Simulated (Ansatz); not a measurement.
**Mg: stress in a strained cell**

Aim: deform Mg (equal xx and yy strain of +2 %) and compute stress, forces and field gradients with LAPW, PAW and all-electron datasets made for the crystal.

Method: DFT LDA, scalar-relativistic, in Ansatz 0.2.0.

## 1. The system as given

The structure is cubic, space group Fm-3m (No. 225). Conventional cell: a = 4.489 Å, b = 4.489 Å, c = 4.489 Å, α = 90.00°, β = 90.00°, γ = 90.00°. Mg (site symmetry m-3m) has 12 Mg at 3.17 Å as nearest neighbours.

Structure file:

```cif
data_structure
_symmetry_space_group_name_H-M 'P 1'
_symmetry_Int_Tables_number 1
_cell_length_a 3.1739
_cell_length_b 3.1739
_cell_length_c 3.1739
_cell_angle_alpha 60.000
_cell_angle_beta 60.000
_cell_angle_gamma 60.000
_cell_volume 22.61
loop_
_atom_site_label
_atom_site_type_symbol
_atom_site_fract_x
_atom_site_fract_y
_atom_site_fract_z
_atom_site_occupancy
Mg1 Mg 0.00000 0.00000 0.00000 1
```

## 2. The deformed structure

Space group Fm-3m before, I4/mmm after.

## 3. LAPW, all electrons

Contents of input.yaml:

```yaml
crystal:
  lattice:
    - [0.0, 2.28914112, 2.244256]
    - [2.28914112, 0.0, 2.244256]
    - [2.28914112, 2.28914112, 0.0]
  atoms:
    - { symbol: Mg, position: [0.0, 0.0, 0.0] }
kpoints:
  mp_grid: { grid: [16, 16, 16] }
  band_path:
    path:
      - [0.0, 0.0, 0.0]
      - [0.0, 0.5, 0.5]
      - [0.25, 0.75, 0.5]
      - [0.0, 0.5, 0.0]
      - [0.0, 0.0, 0.0]
      - [0.5, 0.5, 0.0]
      - [0.38005, 0.61995, 0.0]
      - [-0.38005, 0.38005, 0.0]
      - [0.0, 0.0, 0.0]
    npoints: 5
scf:
  occupations: { method: fermi_dirac, width: 0.03 }
hamiltonian:
  xc: lda
  pseudopotentials: { kind: all_electron, lapw: { basis_error: 0.001 } }
output:
  forces: true
  stress: true
  eigenvalues: true
```

The run is started by

```sh
$ ansatz run input.yaml --threads 1 --pin off --max-ram 3072MiB --backend cpu --events-out ev --progress --plain --runs-dir out
```

## 4. PAW on the default files

Contents of input.yaml:

```yaml
crystal:
  lattice:
    - [0.0, 2.28914112, 2.244256]
    - [2.28914112, 0.0, 2.244256]
    - [2.28914112, 2.28914112, 0.0]
  atoms:
    - { symbol: Mg, position: [0.0, 0.0, 0.0] }
kpoints:
  mp_grid: { grid: [16, 16, 16] }
scf:
  occupations: { method: fermi_dirac, width: 0.03 }
hamiltonian:
  xc: lda
  pseudopotentials: { kind: paw }
output:
  forces: true
  stress: true
  eigenvalues: true
  efg: { contact_densities: true }
  write_density: true
  write_potential: true
  elf: true
  volumetric_format: npy
```

## 5. Datasets made for this crystal

Edit input.yaml of step 4 so:

```diff
@@ -13,3 +13,3 @@
   xc: lda
-  pseudopotentials: { kind: paw }
+  pseudopotentials: { kind: all_electron, datasets: crystal }
 output:
@@ -19,5 +19 @@
   efg: { contact_densities: true }
-  write_density: true
-  write_potential: true
-  elf: true
-  volumetric_format: npy
```

(Steps that only read results are left out.)

What does the calculation give? Wanted: pressure; largest shear or deviatoric stress.

**Answer**, as computed:

| quantity | value |
| --- | --- |
| pressure | LAPW -2.55, PAW -2.58, crystal datasets -2.56 GPa |
| largest shear or deviatoric stress (LAPW) | 0.12 GPa |

What this shows: The largest part of the stress beyond the pressure is 0.12 GPa in size, in the zz component. No run of the undeformed cell stands beside it, so the pressure holds what the given cell had before the change. PAW: stress within 0.03 GPa of LAPW. Crystal datasets: stress within 0.01 GPa of LAPW.
